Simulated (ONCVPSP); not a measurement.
# Cu: generating and testing an ONCV potential

Do these settings give a usable potential? It is generated, then checked for transferability, scattering, ghosts and hardness.

Method: ONCVPSP 4.0.1, Wu-Cohen, scalar-relativistic.

## Step 1: Starting point

Typed settings, in words:

```json
{"element": "copper (Cu, Z = 29)", "type": "optimised norm-conserving Vanderbilt (ONCV)", "frozen core": "[Ar]", "valence charge": "11", "reference configuration": "3d10 4s1", "partial waves": "4s: rc 2.40 bohr, ncon 3, nbas 7, qcut 2.5 1/bohr, 2 projectors, debl 0.4 Ha; p scattering state at 0.21 Ha: rc 2.50 bohr, ncon 3, nbas 7, qcut 2.8 1/bohr, 2 projectors, debl 3.5 Ha; 3d: rc 1.05 bohr, ncon 5, nbas 9, qcut 14 1/bohr, local", "local potential": "the d channel", "core correction": "polynomial model core, fcfact 0.75"}
```

An earlier all-electron run gives the scale for the radii.

All-electron outer shells of the reference configuration (Wu-Cohen, scalar-relativistic, ld1.x):

```json
{"shell": "3p", "level (eV)": "-72.05", "outermost node (bohr)": "0.26", "outermost maximum (bohr)": "0.62"}
{"shell": "3d", "level (eV)": "-5.06", "outermost node (bohr)": "–", "outermost maximum (bohr)": "0.60"}
{"shell": "4s", "level (eV)": "-4.61", "outermost node (bohr)": "0.89", "outermost maximum (bohr)": "2.27"}
{"shell": "4p", "level (eV)": "-0.61", "outermost node (bohr)": "0.97", "outermost maximum (bohr)": "3.52"}
```

## Step 2: Generating the potential

Cu.dat reads:

```
# ATOM AND REFERENCE CONFIGURATION
# atsym  z   nc   nv     iexc    psfile
  Cu 29.00    5    2  -118130      upf
#
#   n    l    f
    1    0    2.00
    2    0    2.00
    2    1    6.00
    3    0    2.00
    3    1    6.00
    3    2   10.00
    4    0    1.00
#
# PSEUDOPOTENTIAL AND OPTIMIZATION
# lmax
    2
#
#   l,   rc,      ep,       ncon, nbas, qcut
    0    2.40    0.00    3    7    2.50
    1    2.50    0.21    3    7    2.80
    2    1.05    0.00    5    9   14.00
#
# LOCAL POTENTIAL
# lloc, lpopt,  rc(5),   dvloc0
    2    5    1.05    0.00
#
# VANDERBILT-KLEINMAN-BYLANDER PROJECTORs
# l, nproj, debl
    0    2    0.40
    1    2    3.50
    2    0    1.30
#
# MODEL CORE CHARGE
# icmod, fcfact, rcfact
    1    0.75    0.00
#
# LOG DERIVATIVE ANALYSIS
# epsh1, epsh2, depsh
   -2.00    5.00    0.02
#
# OUTPUT GRID
# rlmax, drl
    6.00    0.01
#
# TEST CONFIGURATIONS
# ncnf
    4
# nvcnf
#   n    l    f
    2
    3    2   10.00
    4    0    0.00
#
    2
    3    2    9.00
    4    0    0.00
#
    2
    3    2    8.00
    4    0    0.00
#
    2
    3    2    9.00
    4    0    2.00
#
```

Started as:

```
oncvpsp.x < Cu.dat > Cu.out
```

Before running it: what results should come out? Wanted: cutoffs for 1 and 0.1 mHa per electron, occupied waves; bound ghosts; GHOST(+) flags; largest test error; largest phase difference near zero energy, channels read; rms error of d²Exc/dn², without and with the model core; projector energies reset by the program.

The runs gave:

```
                                                quantity                                    value
  cutoffs for 1 and 0.1 mHa per electron, occupied waves                         87 Ha and 117 Ha
                                            bound ghosts          s at -305.33 eV, p at -40.26 eV
                                          GHOST(+) flags                               s at 83 eV
                            largest test error (AE − PS)  -139 meV, for 3d9 4s0 (1 test unsolved)
largest phase difference near zero energy, channels read                                0.003 rad
 rms error of d²Exc/dn², without and with the model core                        7.99 and 1.16 mHa
                 projector energies reset by the program                       p: 0.050, 3.550 Ha
```

**Reading.** A bound ghost (s, p) makes it unfit for use: electrons can fall into a state that the atom doesn't have. By total energies transferability is poor: the largest error is 139 meV on 29.4 eV, for 3d9 4s0. Of the tests 1 gave no usable energy difference, which is a warning in itself. It counts as very hard, with 87 Ha needed at the looser tolerance. At the looser tolerance the 3d wave is the slowest; 4s needs 4 Ha. Near zero energy the phases of the channels with partial waves agree within 0.003 rad. The pseudo curves have a pole with no partner nearby in the atom's: p at -1.48 Ha. The program also flags highly localised states, GHOST(+) (s). These are tests on the free atom; a crystal test is still owed.
